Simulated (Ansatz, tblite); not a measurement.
# Cyclo-(SbH)3 (Sb3H3): a ladder of methods and basis sets

How do method and basis change the picture of cyclo-(SbH)3 (Sb3H3) (singlet)?

Computed with Ansatz 0.2.0, Gaussian basis. Level: as each input shows.

Levels to be run: GFN1-xTB, GFN2-xTB, PBE-D4/def2-TZVP, r2SCAN-D4/def2-TZVP, PBE-QIDH/def2-TZVP, LDA/def2-TZVP, HF/def2-TZVP, BHLYP-D4/def2-TZVP, CAM-B3LYP-D4/def2-TZVP, BLYP-D4/def2-TZVP, revPBE-D4/def2-TZVP, PBE-D4/def2-SVP, PBE0-D4/def2-SVP, CCSD(T)/def2-TZVP, RPA/def2-TZVP.

## (1) The structure

The geometry is that of the singlet, from an earlier relaxation (PBE-D4/def2-SVP).

6 atoms, charge 0, spin multiplicity 1.

Bond lengths: Sb1–Sb2 2.890 Å, Sb1–Sb3 2.890 Å, Sb1–H4 1.734 Å, Sb2–Sb3 2.890 Å, Sb2–H5 1.734 Å, Sb3–H6 1.734 Å. Angles: Sb2–Sb1–Sb3 60.0°, Sb2–Sb1–H4 91.7°, Sb3–Sb1–H4 91.7°, Sb1–Sb2–Sb3 60.0°, Sb1–Sb2–H5 91.7°, Sb3–Sb2–H5 91.7°, Sb1–Sb3–Sb2 60.0°, Sb1–Sb3–H6 91.7°, Sb2–Sb3–H6 91.7°.

Sb takes a core potential in the def2 sets. No spin-orbit coupling is included.

PBE0-D4/def2-TZVP was run before; its log isn't repeated, and its numbers join the tables.

## (2) GFN1-xTB

Tight binding, by tblite at 300 K electronic temperature and without a spin-polarisation term:

```python
tblite.interface.Calculator('GFN1-xTB', numbers, positions, charge=0, uhf=0).singlepoint()
```

Energy -249.9175 eV, HOMO -9.50 eV, LUMO -6.79 eV; 0.007 s.

## (3) GFN2-xTB

Tight binding, by tblite at 300 K electronic temperature and without a spin-polarisation term:

```python
tblite.interface.Calculator('GFN2-xTB', numbers, positions, charge=0, uhf=0).singlepoint()
```

Energy -223.1207 eV, HOMO -9.08 eV, LUMO -6.89 eV; 0.005 s.

## (4) PBE-D4/def2-TZVP

start.molden holds the orbitals of an earlier run on this state, given as this run's starting guess.

in.yaml reads:

```yaml
crystal:
  periodic: [false, false, false]
  atoms:
    - {symbol: Sb, position_ang: [-0.795478, -0.702092, -1.552294]}
    - {symbol: Sb, position_ang: [-1.280581, 1.287727, 0.486695]}
    - {symbol: Sb, position_ang: [-0.399707, -1.361496, 1.233500]}
    - {symbol: H, position_ang: [0.856077, -0.200345, -1.720275]}
    - {symbol: H, position_ang: [0.354163, 1.858558, 0.389831]}
    - {symbol: H, position_ang: [1.265526, -0.882352, 1.162532]}
basis:
  gaussian: {orbitals: def2-TZVP, initial_orbitals: start.molden}
hamiltonian: {xc: pbe, dispersion: d4}
scf: {omitted_lower_state_checks: [starts]}
output: {forces: true, orbitals: {seedname: orbitals}}
```

Launch:

```sh
> ansatz run in.yaml --threads 4 --pin off --events-out ev --progress --plain --max-ram 3916MiB
```

The runs that follow: r2SCAN-D4/def2-TZVP; PBE-QIDH/def2-TZVP; LDA/def2-TZVP; HF/def2-TZVP; BHLYP-D4/def2-TZVP; CAM-B3LYP-D4/def2-TZVP; BLYP-D4/def2-TZVP; revPBE-D4/def2-TZVP; PBE-D4/def2-SVP; PBE0-D4/def2-SVP; CCSD(T)/def2-TZVP; RPA/def2-TZVP.

Before running them: what should the planned runs give, taken together? Wanted: gap in def2-TZVP, named functionals and Hartree-Fock, smallest and largest; correlation energy, CCSD(T)/def2-TZVP; binding an atom, CCSD(T)/def2-TZVP; PBE0 total energy, smallest basis above largest.

As calculated:

| quantity | value |
| --- | --- |
| gap in def2-TZVP, named functionals and Hartree-Fock, smallest and largest | 3.41 eV (BLYP-D4), 9.14 eV (HF) |
| correlation energy, CCSD(T)/def2-TZVP | -28.82 eV |
| binding an atom, CCSD(T)/def2-TZVP | 1.969 eV |
| PBE0 total energy, smallest basis above largest | 0.65 eV (def2-SVP, def2-TZVP) |

What this shows: Orbital gaps of the named functionals and Hartree-Fock in def2-TZVP span 3.41 eV (BLYP-D4) to 9.14 eV (HF); exact exchange widens it. The functionals in def2-TZVP miss CCSD(T)/def2-TZVP by +0.120 (BHLYP-D4) to +0.660 eV (LDA) an atom. The reference is CCSD(T) in one finite basis, so it carries an error of its own, often a tenth of an eV or more, and near misses can't be ranked.
